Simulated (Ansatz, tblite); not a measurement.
**C₁₂H₂₆O: spin states and exact exchange**

Aim: set other spin states of C₁₂H₂₆O against its singlet, on many levels of theory.

The runs use Ansatz 0.2.0, Gaussian basis; as each input shows.

Levels to be run: triplet, at the geometry of the singlet (GFN1-xTB, GFN2-xTB, PBE0-D4/def2-SVP, PBE-D4/def2-SVP); the singlet's energies come from earlier runs.

3 further runs of the same task are left out: 3 that didn't finish.

## Step 1: The relaxed structure

The geometry is that of the singlet, from an earlier relaxation (PBE-D4/def2-SVP).

SMILES `CCCCCCCCCCCCO`, 39 atoms, charge 0, spin multiplicity 1.

Bond lengths: C1–C2 1.529 Å, C1–H14 1.110 Å, C1–H15 1.110 Å, C1–H16 1.109 Å, C2–C3 1.533 Å, C2–H17 1.112 Å, C2–H18 1.114 Å, C3–C4 1.536 Å, C3–H19 1.113 Å, C3–H20 1.114 Å, C4–C5 1.538 Å, C4–H21 1.113 Å, C4–H22 1.112 Å, C5–C6 1.537 Å, C5–H23 1.112 Å, C5–H24 1.112 Å, C6–C7 1.538 Å, C6–H25 1.112 Å and more. Angles: C2–C1–H14 111.3°, C2–C1–H15 111.3°, C2–C1–H16 111.9°, H14–C1–H15 107.1°, H14–C1–H16 107.5°, H15–C1–H16 107.5°, C1–C2–C3 113.3°, C1–C2–H17 109.3°, C1–C2–H18 109.7°, C3–C2–H17 109.8°, C3–C2–H18 109.0°, H17–C2–H18 105.5°, C2–C3–C4 114.8°, C2–C3–H19 108.8°, C2–C3–H20 109.0°, C4–C3–H19 108.6°, C4–C3–H20 110.0°, H19–C3–H20 105.2° and more.

## Step 2: Triplet at the fixed geometry, GFN1-xTB

Tight binding, by tblite at 300 K electronic temperature and without a spin-polarisation term:

```python
tblite.interface.Calculator('GFN1-xTB', numbers, positions, charge=0, uhf=2).singlepoint()
```

Energy -1192.3091 eV; 0.088 s.

## Step 3: Triplet at the fixed geometry, GFN2-xTB

Tight binding, by tblite at 300 K electronic temperature and without a spin-polarisation term:

```python
tblite.interface.Calculator('GFN2-xTB', numbers, positions, charge=0, uhf=2).singlepoint()
```

Energy -1158.8390 eV; 0.035 s.

## Step 4: Triplet at the fixed geometry, PBE0-D4/def2-SVP

Contents of in.yaml:

```yaml
crystal:
  periodic: [false, false, false]
  atoms:
    - {symbol: C, position_ang: [-5.713495, 1.012412, -0.318929]}
    - {symbol: C, position_ang: [-4.473762, 0.197447, -0.689283]}
    - {symbol: C, position_ang: [-3.633785, -0.212419, 0.525666]}
    - {symbol: C, position_ang: [-2.428739, -1.108731, 0.204163]}
    - {symbol: C, position_ang: [-1.387441, -0.503969, -0.752254]}
    - {symbol: C, position_ang: [-0.783275, 0.836266, -0.304225]}
    - {symbol: C, position_ang: [-0.099541, 0.821614, 1.072978]}
    - {symbol: C, position_ang: [1.031142, -0.204249, 1.238824]}
    - {symbol: C, position_ang: [2.198896, -0.034430, 0.261896]}
    - {symbol: C, position_ang: [3.350425, -1.013608, 0.519427]}
    - {symbol: C, position_ang: [4.499222, -0.944075, -0.492242]}
    - {symbol: C, position_ang: [5.262767, 0.374736, -0.492389]}
    - {symbol: O, position_ang: [6.349146, 0.255404, -1.395643]}
    - {symbol: H, position_ang: [-5.437005, 1.947714, 0.212043]}
    - {symbol: H, position_ang: [-6.386573, 0.440790, 0.354417]}
    - {symbol: H, position_ang: [-6.301920, 1.299170, -1.214075]}
    - {symbol: H, position_ang: [-3.848513, 0.782591, -1.398754]}
    - {symbol: H, position_ang: [-4.778635, -0.717647, -1.245774]}
    - {symbol: H, position_ang: [-4.289055, -0.745039, 1.250495]}
    - {symbol: H, position_ang: [-3.294558, 0.704519, 1.058671]}
    - {symbol: H, position_ang: [-2.797684, -2.062441, -0.234639]}
    - {symbol: H, position_ang: [-1.933721, -1.395714, 1.157511]}
    - {symbol: H, position_ang: [-1.841233, -0.367876, -1.757801]}
    - {symbol: H, position_ang: [-0.573827, -1.247054, -0.901920]}
    - {symbol: H, position_ang: [-0.056785, 1.171573, -1.075919]}
    - {symbol: H, position_ang: [-1.575363, 1.616679, -0.295700]}
    - {symbol: H, position_ang: [-0.861164, 0.644211, 1.863269]}
    - {symbol: H, position_ang: [0.305086, 1.838120, 1.276258]}
    - {symbol: H, position_ang: [0.625419, -1.236663, 1.144481]}
    - {symbol: H, position_ang: [1.421277, -0.138341, 2.278765]}
    - {symbol: H, position_ang: [2.567042, 1.014558, 0.320706]}
    - {symbol: H, position_ang: [1.843401, -0.167933, -0.784325]}
    - {symbol: H, position_ang: [2.942943, -2.048364, 0.523843]}
    - {symbol: H, position_ang: [3.749559, -0.848236, 1.546529]}
    - {symbol: H, position_ang: [4.118127, -1.128069, -1.521026]}
    - {symbol: H, position_ang: [5.233985, -1.751820, -0.287483]}
    - {symbol: H, position_ang: [4.579253, 1.211579, -0.781596]}
    - {symbol: H, position_ang: [5.608093, 0.594782, 0.551400]}
    - {symbol: H, position_ang: [6.810300, 1.112503, -1.417324]}
basis:
  gaussian: {orbitals: def2-SVP}
magnetization: {spin_polarized: true, initial_magnetization: 2}
hamiltonian: {xc: pbe0, dispersion: d4}
scf: {omitted_lower_state_checks: [starts]}
output: {orbitals: {seedname: orbitals}}
```

The run is started by

```sh
> ansatz run in.yaml --threads 6 --pin off --events-out ev --progress --plain --max-ram 7833MiB
```

What it wrote:

```text
Functional definition: PBE0
  name "PBE0"
  cite "Adamo & Barone, J. Chem. Phys. 110, 6158 (1999) doi:10.1063/1.478522"
  cite "Perdew, Burke & Ernzerhof, Phys. Rev. Lett. 77, 3865 (1996) doi:10.1103/PhysRevLett.77.3865"
  parent pbe
  parameter a = 0.25
  parameter kappa = 0.804
  parameter beta = 0.06672455060314922
  exchange = (1 - a)*pbe_x(kappa = kappa, mu = beta*pi^2/3) + a*exact_x
  correlation = pbe_c(beta = beta)
these checks for a lower state are left out or cut short: starts
3547 factors; their error is unknown
mean field evaluation 1: about -14856.6694 eV, gradient 6.2e1 eV
mean field evaluation 2: about -14784.8906 eV, gradient 1.1e2 eV
mean field evaluation 4: about -14880.0405 eV, gradient 7.7e0 eV
mean field evaluation 8: about -14880.5958 eV, gradient 6.1e-1 eV
mean field evaluation 16: about -14880.5252 eV, gradient 3.3e-3 eV
mean field -14880.52522627 eV, -546.8492156831 hartree, gradient 1.2e-5 eV, S^2 2.004146; 0 other end points of the search recorded, 0 dependent functions left out
reference -14880.52527519 eV, -546.8492174809 hartree; 54, 52 occupied and 258, 260 virtual orbitals, 3547 factors
Total energy: -14881.31473793 eV, -546.8782297017 hartree
Checks for a lower state left out: starts
```

It took 19 s on 6 threads of Intel Xeon 6975P-C, shared host; peak memory 2.4 GiB.

Report: HOMO -1.08 eV, LUMO -5.89 eV (over both spins; with the spin held, an empty level of the minority spin lies below the top filled one); ⟨S²⟩ 2.004 (pure: 2.00).

## Step 5: Triplet at the fixed geometry, PBE-D4/def2-SVP

start.molden holds the orbitals of an earlier run on this state, given as this run's starting guess.

Edit in.yaml of step 4 so:

```diff
@@ -43,5 +43,5 @@
 basis:
-  gaussian: {orbitals: def2-SVP}
+  gaussian: {orbitals: def2-SVP, initial_orbitals: start.molden}
 magnetization: {spin_polarized: true, initial_magnetization: 2}
-hamiltonian: {xc: pbe0, dispersion: d4}
+hamiltonian: {xc: pbe, dispersion: d4}
 scf: {omitted_lower_state_checks: [starts]}
```

The command is unchanged.

What it wrote:

```text
Functional definition: PBE
  name "PBE"
  cite "Perdew, Burke & Ernzerhof, Phys. Rev. Lett. 77, 3865 (1996) doi:10.1103/PhysRevLett.77.3865"
  parent pbe
  parameter kappa = 0.804
  parameter beta = 0.06672455060314922
  exchange = pbe_x(kappa = kappa, mu = beta*pi^2/3)
  correlation = pbe_c(beta = beta)
these checks for a lower state are left out or cut short: starts
3547 factors; their error is unknown
mean field evaluation 1: about -14877.8412 eV, gradient 6.8e0 eV
mean field evaluation 2: about -14878.0763 eV, gradient 5.3e-1 eV
mean field evaluation 4: about -14877.9043 eV, gradient 3.2e-1 eV
mean field evaluation 8: about -14877.9050 eV, gradient 1.3e-3 eV
mean field evaluation 16: about -14877.9050 eV, gradient 1.6e-6 eV
mean field -14877.90496689 eV, -546.7529229271 hartree, gradient 1.6e-6 eV, S^2 2.002213; 0 other end points of the search recorded, 0 dependent functions left out
reference -14877.90503029 eV, -546.7529252570 hartree; 54, 52 occupied and 258, 260 virtual orbitals, 3547 factors
Total energy: -14878.82916592 eV, -546.7868866148 hartree
Checks for a lower state left out: starts
```

Run time: 13 s. Hardware: 6 threads of Intel Xeon 6975P-C, shared host; peak memory 1.8 GiB.

Report: HOMO -0.14 eV, LUMO -7.14 eV (over both spins; with the spin held, an empty level of the minority spin lies below the top filled one); ⟨S²⟩ 2.002 (pure: 2.00).

## Step 6: Triplet less singlet, vertical

The singlet's energies are those of its earlier runs, whose logs aren't repeated here.

```
           level  triplet less singlet, vertical (eV)     time
        GFN1-xTB                               +8.587   0.12 s
        GFN2-xTB                              +11.878  0.054 s
 PBE-D4/def2-SVP                               +6.782     15 s
PBE0-D4/def2-SVP                               +7.083     24 s
```

Times add the two runs; a level without a time comes out of a correlated run. Tight binding without a spin term can't rank spin states.

## Step 7: Outcome

```
                                               quantity                                   value
triplet less singlet, vertical, functionals in def2-SVP  +6.782 (PBE-D4) to +7.083 eV (PBE0-D4)
```

What this shows: All functionals put the triplet above the singlet, over a spread of 0.301 eV. The checks for a lower triplet were left out, so another state of that spin may lie lower. These are electronic energies, without zero-point motion, entropy or surroundings.
